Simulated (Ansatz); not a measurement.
**One shape, several levels: CH7NSn (SMILES C[NH][SnH3])**

We compute a comparison of 6 runs (HF/def2-SVP, B2PLYP/def2-SVP, PBE0/def2-SVP, RPA@PBE/def2-SVP, RPA@PBE0/def2-SVP, CCSD/def2-SVP) of CH7NSn. 

The calculation is run with Ansatz 0.2.0.

74 further runs of the same task are left out: 74 set aside as unsound or not needed.

**1. Starting point**

The species is CH7NSn (10 atoms), meant as a singlet with charge 0. As SMILES, `C[NH][SnH3]`. The Sn3–H10 distance was set to 3.780 Å, away from the relaxed value. At this shape a bond of the SMILES string is far longer than usual.

Bond lengths: C1–N2 1.451 Å, N2–Sn3 2.028 Å, C1–H4 1.095 Å, C1–H5 1.094 Å, C1–H6 1.101 Å, N2–H7 1.011 Å, Sn3–H8 1.705 Å, Sn3–H9 1.706 Å. Some angles: C1–N2–Sn3 118.3°, C1–N2–H7 111.0°, Sn3–N2–H7 112.3°, N2–C1–H4 110.3°, N2–C1–H5 109.7°, N2–C1–H6 115.2°, N2–Sn3–H8 106.4°, N2–Sn3–H9 105.8°, H4–C1–H5 106.6°, H4–C1–H6 107.5°.

**2. The energy at HF/def2-SVP (core potential) (run 1)**

The input, job.yaml:

```yaml
crystal:
  periodic: [false, false, false]
  atoms:
    - {symbol: C, position_ang: [-2.485870, -0.547352, -0.714681]}
    - {symbol: "N", position_ang: [-1.930470, -1.838252, -0.351981]}
    - {symbol: Sn, position_ang: [-0.690170, -1.934752, 1.249619]}
    - {symbol: H, position_ang: [-3.251670, -0.667752, -1.488181]}
    - {symbol: H, position_ang: [-2.984270, -0.104252, 0.152819]}
    - {symbol: H, position_ang: [-1.755670, 0.189248, -1.082981]}
    - {symbol: H, position_ang: [-1.550170, -2.309352, -1.161681]}
    - {symbol: H, position_ang: [-0.135770, -3.544352, 1.334419]}
    - {symbol: H, position_ang: [-1.640070, -1.500852, 2.598219]}
    - {symbol: H, position_ang: [2.220200, 0.458400, 0.948000]}
basis:
  gaussian:
    orbitals: def2-SVP
accuracy: high
output: {orbitals: {seedname: orbitals}}
hamiltonian:
  xc: hf
```

Started as:

```
ansatz run job.yaml --threads 1 --pin off --max-ram 3480MiB --events-out events.jsonl --progress --plain --runs-dir runs
```

Log:

```text
Warning: RAYON_NUM_THREADS=1 ignored (pool sized by the plan → 1); use --threads N
Functional definition: HF
  name "HF"
  exchange = exact_x
  correlation = 0
2224 factors; integrals over basis functions are off by at most 8.8e-9 eV
mean field evaluation 1: about -8417.0683 eV, gradient 3.0e1 eV
mean field evaluation 2: about -8417.1783 eV, gradient 3.0e1 eV
mean field evaluation 4: about -8420.3269 eV, gradient 3.3e0 eV
mean field evaluation 8: about -8420.3697 eV, gradient 2.9e-1 eV
mean field evaluation 16: about -8420.3703 eV, gradient 1.2e-8 eV
mean field -8420.37034061 eV, -309.4429024855 hartree, gradient 1.2e-8 eV, S^2 0.000000; 0 other end points of the search recorded, 0 dependent functions left out
reference -8420.37034061 eV, -309.4429024855 hartree; 21, 21 occupied and 68, 68 virtual orbitals, 2224 factors
Total energy: -8420.37034061 eV, -309.4429024855 hartree
```

It took 2.8 s on 1 thread of Arm Neoverse V2, shared host; peak memory 0.27 GiB.

**3. The energy at B2PLYP/def2-SVP (core potential) (run 2)**

The input, run.yaml:

```yaml
crystal:
  periodic: [false, false, false]
  atoms:
    - {symbol: C, position_ang: [-2.485870, -0.547352, -0.714681]}
    - {symbol: N, position_ang: [-1.930470, -1.838252, -0.351981]}
    - {symbol: Sn, position_ang: [-0.690170, -1.934752, 1.249619]}
    - {symbol: H, position_ang: [-3.251670, -0.667752, -1.488181]}
    - {symbol: H, position_ang: [-2.984270, -0.104252, 0.152819]}
    - {symbol: H, position_ang: [-1.755670, 0.189248, -1.082981]}
    - {symbol: H, position_ang: [-1.550170, -2.309352, -1.161681]}
    - {symbol: H, position_ang: [-0.135770, -3.544352, 1.334419]}
    - {symbol: H, position_ang: [-1.640070, -1.500852, 2.598219]}
    - {symbol: H, position_ang: [2.220200, 0.458400, 0.948000]}
basis:
  gaussian:
    orbitals: def2-SVP
hamiltonian:
  xc: {name: B2PLYP}
correlation:
  frozen_orbitals: {C: 1, H: 0, "N": 1, Sn: 4}
accuracy: high
output: {orbitals: {seedname: orbitals}}
```

Started as:

```
ansatz run run.yaml --threads 1 --pin off --max-ram 3480MiB --events-out events.jsonl --progress --plain --runs-dir runs
```

Log, cut to the lines that bear on the results:

```text
Warning: RAYON_NUM_THREADS=1 ignored (pool sized by the plan → 1); use --threads N
Functional definition: B2PLYP
  name "B2PLYP"
[...]
2224 factors; integrals over basis functions are off by at most 8.8e-9 eV
[...]
mean field -8450.56575061 eV, -310.5525633359 hartree, gradient 1.4e-8 eV, S^2 0.000000; 0 other end points of the search recorded, 0 dependent functions left out; unrestricted orbitals would lower it
6 core orbitals not correlated: weight in the atoms' cores, before any rotation towards them, 1.000 or more for the frozen orbitals, at most 0.000 for the correlated occupied ones
reference -8450.56578243 eV, -310.5525645051 hartree; 15, 15 occupied and 68, 68 virtual orbitals, 2224 factors
second order -16.64235439 eV of doubles, -0.00000000 eV of singles
Total energy: -8455.05921812 eV, -310.7176952208 hartree
```

Run time: 9.9 s. Hardware: 1 thread of Arm Neoverse V2, shared host; peak memory 0.32 GiB.

Runs 3 to 5 aren't shown in full; the table further down has their settings and results.

**4. The energy at CCSD/def2-SVP (core potential) (run 6)**

job.yaml, as its differences from that of step 2:

```diff
@@ -4,3 +4,3 @@
     - {symbol: C, position_ang: [-2.485870, -0.547352, -0.714681]}
-    - {symbol: "N", position_ang: [-1.930470, -1.838252, -0.351981]}
+    - {symbol: N, position_ang: [-1.930470, -1.838252, -0.351981]}
     - {symbol: Sn, position_ang: [-0.690170, -1.934752, 1.249619]}
@@ -16,5 +16,7 @@
     orbitals: def2-SVP
+correlation:
+  method: ccsd
+  frozen_orbitals: {C: 1, H: 0, "N": 1, Sn: 4}
 accuracy: high
-output: {orbitals: {seedname: orbitals}}
-hamiltonian:
-  xc: hf
+scf:
+  omitted_lower_state_checks: [cluster_reference, increment]
```

Started as:

```
ansatz run job.yaml --threads 1 --pin off --max-ram 3480MiB --events-out events.jsonl --progress --plain --runs-dir runs
```

Log:

```text
Warning: RAYON_NUM_THREADS=1 ignored (pool sized by the plan → 1); use --threads N
[... 12 lines left out ...]
6 core orbitals not correlated: weight in the atoms' cores, before any rotation towards them, 1.000 or more for the frozen orbitals, at most 0.000 for the correlated occupied ones
[... 32 lines left out ...]
WARN: these amplitudes may be one of several solutions (largest doubles amplitude 0.58, level shift 2.99 eV)
Total energy: -8435.11867546 eV, -309.9848937945 hartree
Checks for a lower state left out: cluster_reference, increment
```

Run time: 24 s. Hardware: 1 thread of Arm Neoverse V2, shared host; peak memory 0.59 GiB.

**5. Overview of the runs**

```
run                               level  frozen core orbitals  energy (Eh)  wall time
  1        HF/def2-SVP (core potential)                     –  -309.442902      2.8 s
  2    B2PLYP/def2-SVP (core potential)                     6  -310.717695      9.9 s
  3      PBE0/def2-SVP (core potential)                     –  -310.992508      8.4 s
  4   RPA@PBE/def2-SVP (core potential)                     6  -310.228166       19 s
  5  RPA@PBE0/def2-SVP (core potential)                     6  -310.154425       20 s
  6      CCSD/def2-SVP (core potential)                     6  -309.984894       24 s
```

**6. Outcome**

| quantity | value |
| --- | --- |
| run 6: total energy | -309.98489 Eh |
| run 6: correlation energy (6 core orbitals frozen) | -542.0 mEh |
| run 6: T1 diagnostic | 0.041 |

In words: Over runs 1, 2, 3 the HOMO–LUMO gap runs from 2.00 eV (PBE0/def2-SVP) to 5.86 eV (HF/def2-SVP). Exact exchange widens orbital gaps. Totals of different functionals can't be ranked against each other. In run 6 the T1 diagnostic is large, so a single reference may not serve. In runs 2, 4, 5, 6 the log says that unrestricted orbitals would lower the reference, so the values rest on an unstable closed-shell determinant (other closed-shell runs at this shape may share the fault). In runs 1, 2, 3, 4, 5, 6 a closed-shell determinant meets a far-stretched bond, which it describes badly. All runs together took 84 s, the longest 24 s.
